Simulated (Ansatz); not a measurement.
# Cl2GeH4N2: a ladder of functionals and wavefunction methods

The task here is to estimate one member of a computed series from the others.

Method: functionals in def2-TZVPP, the program's frozen cores in correlated methods; program: Ansatz 0.2.0, Gaussian basis.

The runs, in order: LDA (SPW92), PBE-D4, revPBE-D4, BLYP-D4, r2SCAN-D4, B97M-V, PBE0-D4, B3LYP-D4, r2SCANh-D4, r2SCAN0-D4, HSE06-D4, BHLYP-D4, CAM-B3LYP-D4, LC-ωPBE, ωB97X-V, ωB97M-V, B2PLYP, PBE-QIDH; CCSD(T)/def2-SVP; CCSD(T)/def2-TZVPP; MP2/def2-QZVPP; extrapolation to the limit; RPA on PBE.

## The geometry

An earlier PBE0-D4 in a triple-zeta def2 set relaxation fixed the geometry.

SMILES `[NH2][Ge]([NH2])([Cl])[Cl]`, 9 atoms, charge 0, spin multiplicity 1.

Atoms are counted from 1 here; the program's logs count them from 0.

Bond lengths: N1–Ge2 1.804 Å, N1–H6 1.011 Å, N1–H7 1.010 Å, Ge2–N3 1.804 Å, Ge2–Cl4 2.150 Å, Ge2–Cl5 2.150 Å, N3–H8 1.010 Å, N3–H9 1.011 Å. Angles: Ge2–N1–H6 114.4°, Ge2–N1–H7 114.8°, H6–N1–H7 110.3°, N1–Ge2–N3 108.3°, N1–Ge2–Cl4 116.5°, N1–Ge2–Cl5 105.0°, N3–Ge2–Cl4 105.0°, N3–Ge2–Cl5 116.5°, Cl4–Ge2–Cl5 106.0°, Ge2–N3–H8 114.8°, Ge2–N3–H9 114.4°, H8–N3–H9 110.3°.

The first run:

File in.yaml:

```yaml
crystal:
  periodic: [false, false, false]
  atoms:
    - {symbol: N, position_ang: [-0.262411, 1.546899, -0.188416]}
    - {symbol: Ge, position_ang: [0.077979, -0.214269, -0.384418]}
    - {symbol: N, position_ang: [0.091932, -0.973395, 1.252513]}
    - {symbol: Cl, position_ang: [-1.359023, -1.347975, -1.512853]}
    - {symbol: Cl, position_ang: [1.914450, -0.306816, -1.499064]}
    - {symbol: H, position_ang: [-1.165595, 1.756092, 0.214086]}
    - {symbol: H, position_ang: [-0.111966, 2.102082, -1.018509]}
    - {symbol: H, position_ang: [0.089694, -1.983299, 1.250849]}
    - {symbol: H, position_ang: [0.813639, -0.625620, 1.868712]}
basis:
  gaussian: {orbitals: def2-TZVPP}
hamiltonian: {xc: lda}
output: {orbitals: {seedname: orbitals}}
```

Steps of the session up to this table: LDA; PBE-D4 (GGA); revPBE-D4 (GGA); BLYP-D4 (GGA); r2SCAN-D4 (meta-GGA); B97M-V (meta-GGA); PBE0-D4 (hybrid); B3LYP-D4 (hybrid); r2SCANh-D4 (hybrid); r2SCAN0-D4 (hybrid); HSE06-D4 (hybrid); BHLYP-D4 (hybrid); CAM-B3LYP-D4 (range-separated); LC-ωPBE-D4 (range-separated; the results give it without D4); ωB97X-V (range-separated); ωB97M-V (range-separated); B2PLYP (double hybrid); PBE-QIDH (double hybrid).

One table of the session follows, with a row left open; its other results are not shown here.

It belongs to the step «Frontier levels by functional». 

```
  functional  HOMO (eV)  gap (eV)
 LDA (SPW92)      -6.87      5.17
      PBE-D4      -6.69      5.27
   revPBE-D4      -6.63      5.31
     BLYP-D4      -6.56      5.16
   r2SCAN-D4      -7.04      5.93
      B97M-V      -7.12      6.05
     PBE0-D4      -8.18      7.75
    B3LYP-D4      -7.91      7.14
  r2SCANh-D4      -7.59      6.84
  r2SCAN0-D4      -8.42      8.20
    HSE06-D4      -7.77      6.97
    BHLYP-D4      -9.55     10.09
CAM-B3LYP-D4          ?         ?
     LC-ωPBE     -11.04     12.93
     ωB97X-V     -10.65     12.38
     ωB97M-V     -10.53     11.99
```

Q: Estimate the row for CAM-B3LYP-D4 from the others.

The run gave: HOMO (eV): -9.61; gap (eV): 10.17. In the column «HOMO (eV)» it lies between ωB97M-V (-10.53) and BHLYP-D4 (-9.55).
